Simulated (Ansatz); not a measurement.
# Al24CN23: the cost of one run

Program: Ansatz 0.2.0. Level of theory: DFT, PBE, plane-wave PAW, default files, scalar-relativistic. These are calculated values, not measurements.

The COD entry's cell or inner coordinates are ideal or old and differ from later refinements, so a difference from it is no clean test against experiment.

## 1. The starting structure

It takes space group P1 (No. 1, triclinic). Conventional cell: a = 6.226 Å, b = 8.236 Å, c = 9.962 Å, α = 90.00°, β = 90.00°, γ = 100.89°. Around Al (site symmetry 1) lie 1 C at 1.89 Å and 3 N at 1.89 Å. Al (site symmetry 1) is surrounded by 4 N at 1.89 Å. Only part of the 48 independent sites is listed.

Coordinates:

```xyz
48
Lattice="9.3390 0.0000 0.0000 -3.1130 5.3919 0.0000 0.0000 0.0000 9.9620" Properties=species:S:1:pos:R:3 pbc="T T T"
Al    0.0000    1.7973    0.0000
Al    0.0000    1.7973    4.9810
Al   -1.5565    4.4932    0.0000
Al   -1.5565    4.4932    4.9810
Al    3.1130    1.7973    0.0000
Al    3.1130    1.7973    4.9810
Al    1.5565    4.4932    0.0000
Al    1.5565    4.4932    4.9810
Al    6.2260    1.7973    0.0000
Al    6.2260    1.7973    4.9810
Al    4.6695    4.4932    0.0000
Al    4.6695    4.4932    4.9810
Al    1.5565    0.8986    2.4905
Al    1.5565    0.8986    7.4715
Al    0.0000    3.5946    2.4905
Al    0.0000    3.5946    7.4715
Al    4.6695    0.8986    2.4905
Al    4.6695    0.8986    7.4715
Al    3.1130    3.5946    2.4905
Al    3.1130    3.5946    7.4715
Al    7.7825    0.8986    2.4905
Al    7.7825    0.8986    7.4715
Al    6.2260    3.5946    2.4905
Al    6.2260    3.5946    7.4715
C     0.0000    1.7973    1.8928
N     0.0000    1.7973    6.8738
N    -1.5565    4.4932    1.8928
N    -1.5565    4.4932    6.8738
N     3.1130    1.7973    1.8928
N     3.1130    1.7973    6.8738
N     1.5565    4.4932    1.8928
N     1.5565    4.4932    6.8738
N     6.2260    1.7973    1.8928
N     6.2260    1.7973    6.8738
N     4.6695    4.4932    1.8928
N     4.6695    4.4932    6.8738
N     1.5565    0.8986    4.3833
N     1.5565    0.8986    9.3643
N     0.0000    3.5946    4.3833
N     0.0000    3.5946    9.3643
N     4.6695    0.8986    4.3833
N     4.6695    0.8986    9.3643
N     3.1130    3.5946    4.3833
N     3.1130    3.5946    9.3643
N     7.7825    0.8986    4.3833
N     7.7825    0.8986    9.3643
N     6.2260    3.5946    4.3833
N     6.2260    3.5946    9.3643
```

Atom 25 of the input is the impurity.

## 2. First run, atoms as given

input.yaml

```yaml
crystal:
  lattice:
    - [9.339, 0.0, 0.0]
    - [-3.113, 5.391874164, 0.0]
    - [0.0, 0.0, 9.962]
  atoms:
    - { symbol: Al, position: [0.1111111111, 0.3333333334, 0.0] }
    - { symbol: Al, position: [0.1111111111, 0.3333333334, 0.5] }
    - { symbol: Al, position: [0.1111111111, 0.8333333334, 0.0] }
    - { symbol: Al, position: [0.1111111111, 0.8333333334, 0.5] }
    - { symbol: Al, position: [0.4444444444, 0.3333333334, 0.0] }
    - { symbol: Al, position: [0.4444444444, 0.3333333334, 0.5] }
    - { symbol: Al, position: [0.4444444444, 0.8333333334, 0.0] }
    - { symbol: Al, position: [0.4444444444, 0.8333333334, 0.5] }
    - { symbol: Al, position: [0.7777777778, 0.3333333334, 0.0] }
    - { symbol: Al, position: [0.7777777778, 0.3333333334, 0.5] }
    - { symbol: Al, position: [0.7777777778, 0.8333333334, 0.0] }
    - { symbol: Al, position: [0.7777777778, 0.8333333334, 0.5] }
    - { symbol: Al, position: [0.2222222222, 0.1666666666, 0.25] }
    - { symbol: Al, position: [0.2222222222, 0.1666666666, 0.75] }
    - { symbol: Al, position: [0.2222222222, 0.6666666666, 0.25] }
    - { symbol: Al, position: [0.2222222222, 0.6666666666, 0.75] }
    - { symbol: Al, position: [0.5555555556, 0.1666666666, 0.25] }
    - { symbol: Al, position: [0.5555555556, 0.1666666666, 0.75] }
    - { symbol: Al, position: [0.5555555556, 0.6666666666, 0.25] }
    - { symbol: Al, position: [0.5555555556, 0.6666666666, 0.75] }
    - { symbol: Al, position: [0.8888888889, 0.1666666666, 0.25] }
    - { symbol: Al, position: [0.8888888889, 0.1666666666, 0.75] }
    - { symbol: Al, position: [0.8888888889, 0.6666666666, 0.25] }
    - { symbol: Al, position: [0.8888888889, 0.6666666666, 0.75] }
    - { symbol: C, position: [0.1111111111, 0.3333333334, 0.19], spin: 1.0 }
    - { symbol: "N", position: [0.1111111111, 0.3333333334, 0.69] }
    - { symbol: "N", position: [0.1111111111, 0.8333333334, 0.19] }
    - { symbol: "N", position: [0.1111111111, 0.8333333334, 0.69] }
    - { symbol: "N", position: [0.4444444444, 0.3333333334, 0.19] }
    - { symbol: "N", position: [0.4444444444, 0.3333333334, 0.69] }
    - { symbol: "N", position: [0.4444444444, 0.8333333334, 0.19] }
    - { symbol: "N", position: [0.4444444444, 0.8333333334, 0.69] }
    - { symbol: "N", position: [0.7777777778, 0.3333333334, 0.19] }
    - { symbol: "N", position: [0.7777777778, 0.3333333334, 0.69] }
    - { symbol: "N", position: [0.7777777778, 0.8333333334, 0.19] }
    - { symbol: "N", position: [0.7777777778, 0.8333333334, 0.69] }
    - { symbol: "N", position: [0.2222222222, 0.1666666666, 0.44] }
    - { symbol: "N", position: [0.2222222222, 0.1666666666, 0.94] }
    - { symbol: "N", position: [0.2222222222, 0.6666666666, 0.44] }
    - { symbol: "N", position: [0.2222222222, 0.6666666666, 0.94] }
    - { symbol: "N", position: [0.5555555556, 0.1666666666, 0.44] }
    - { symbol: "N", position: [0.5555555556, 0.1666666666, 0.94] }
    - { symbol: "N", position: [0.5555555556, 0.6666666666, 0.44] }
    - { symbol: "N", position: [0.5555555556, 0.6666666666, 0.94] }
    - { symbol: "N", position: [0.8888888889, 0.1666666666, 0.44] }
    - { symbol: "N", position: [0.8888888889, 0.1666666666, 0.94] }
    - { symbol: "N", position: [0.8888888889, 0.6666666666, 0.44] }
    - { symbol: "N", position: [0.8888888889, 0.6666666666, 0.94] }
magnetization:
  spin_polarized: true
kpoints:
  mp_grid: { grid: [3, 4, 2] }
scf:
  occupations: { method: fermi_dirac, width: 0.01 }
hamiltonian:
  xc: pbe
  pseudopotentials: { kind: paw }
output:
  forces: true
  stress: true
  populations: true
  efg:
    quadrupole_moments_barn: { Al: 0.1466, "N": 0.02044 }
    contact_densities: true
```

The run is started by

```sh
> ansatz run input.yaml --threads 4 --pin off --max-ram 8192MiB --backend cpu --events-out ev --progress --plain --runs-dir out
```

**Question.** How long does this run take on 4 threads of Arm Neoverse V1, shared host, and how much memory does it need?

About 2 min, with a peak of 2.5 GiB.
